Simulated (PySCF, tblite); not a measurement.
# C4H12BCl2N: geometry, infrared bands and NMR shifts

What infrared bands and NMR shifts should C4H12BCl2N (`CC(C)(C)[B-]([NH3+])(Cl)Cl`) show?

Programs: tblite 0.8.0 and PySCF 2.14.0, with density-fitted response routines of our own. Each step states its level of theory. These are calculated values for one molecule in the gas phase, unless marked as measured. Atoms are numbered from 0 throughout.

### Step 1. Starting geometry

20 atoms, charge 0, multiplicity 1; geometry from: force field or distance geometry start.

Bonds of the start (Å): C0–C1 1.55, C1–C2 1.53, C1–C3 1.55, C1–B4 1.66, B4–N5 1.53, B4–Cl6 1.87, B4–Cl7 1.88, C0–H8 1.12, C0–H9 1.11, C0–H10 1.11, C2–H11 1.11, C2–H12 1.13, C2–H13 1.11, C3–H14 1.11, C3–H15 1.13, C3–H16 1.11, N5–H17 1.05, N5–H18 1.05, N5–H19 1.05.

### Step 2. Geometry optimisation with GFN2-xTB

What the job is given:

```
{"job": {"kind": "relax", "xc": "GFN2-xTB", "basis": "xTB"}, "charge": 0, "multiplicity": 1}
C     -1.092000    -0.956100     0.753900
C     -0.432000     0.151300    -0.106400
C     -1.349100     0.471100    -1.283700
C     -0.288500     1.424900     0.763500
B      1.054800    -0.359400    -0.648000
N      2.022200    -0.699700     0.493200
Cl     0.880300    -1.869800    -1.736000
Cl     1.857400     0.965600    -1.707300
H     -2.112300    -0.635900     1.071600
H     -0.526600    -1.162900     1.683400
H     -1.211800    -1.900000     0.179900
H     -0.942200     1.285200    -1.914000
H     -2.358300     0.814600    -0.914400
H     -1.519000    -0.417800    -1.930800
H      0.205900     2.246100     0.213700
H      0.289900     1.216400     1.708600
H     -1.287500     1.787300     1.091300
H      1.651900    -1.483700     1.081100
H      2.206700     0.141000     1.098800
H      2.945200    -1.007500     0.098500
```

The run is started by

```
$ OMP_NUM_THREADS=1 python probes_run.py task.json out
```

This one command runs all jobs of the session in turn.

**Question.** This job is followed by: GFN2-xTB harmonic vibrations, gas phase; GIAO PBE0/pcSseg-1 NMR shielding, non-relativistic, gas phase. What will the session give for the following? strongest single infrared mode (GFN2-xTB); zero-point energy (GFN2-xTB); 13C shifts against TMS (PBE0/pcSseg-1, means over atoms taken as alike); 1H shifts against TMS (PBE0/pcSseg-1, means over atoms taken as alike); 11B shifts against BF3·OEt2 (PBE0/pcSseg-1); 15N shifts against NH3 (PBE0/pcSseg-1); 35Cl shifts against HCl (PBE0/pcSseg-1, means over atoms taken as alike); surface potential, 1st and 99th percentile.

As calculated:

| quantity | value |
| --- | --- |
| strongest single infrared mode (GFN2-xTB) | 1258 cm⁻¹, 320 km/mol |
| zero-point energy (GFN2-xTB) | 103.1 kcal/mol |
| 13C shifts against TMS (PBE0/pcSseg-1, means over atoms taken as alike) | 28.5, 25.2 ppm |
| 1H shifts against TMS (PBE0/pcSseg-1, means over atoms taken as alike) | 3.38, 0.96 ppm |
| 11B shifts against BF3·OEt2 (PBE0/pcSseg-1) | 5.0 ppm |
| 15N shifts against NH3 (PBE0/pcSseg-1) | 72.3 ppm |
| 35Cl shifts against HCl (PBE0/pcSseg-1, means over atoms taken as alike) | 47 ppm |
| surface potential, 1st and 99th percentile | -1.34 V and 2.81 V |

What this shows: The optimisation took 34 steps and gained 0.300 eV; among the close pairs (by a distance rule), B4–N5 changed most, from 1.534 to 1.640 Å. No mode is imaginary among the 54: a minimum at this level. The strongest single mode, at 1258 cm⁻¹, moves mainly H19, H17 and H18. Unscaled tight-binding wavenumbers are off by several per cent, some by more. Its intensities can rank the bands wrongly. At PBE0/pcSseg-1: The widest tensor belongs to Cl6, Cl7: span 179 ppm, with a paramagnetic part of -246 ppm.
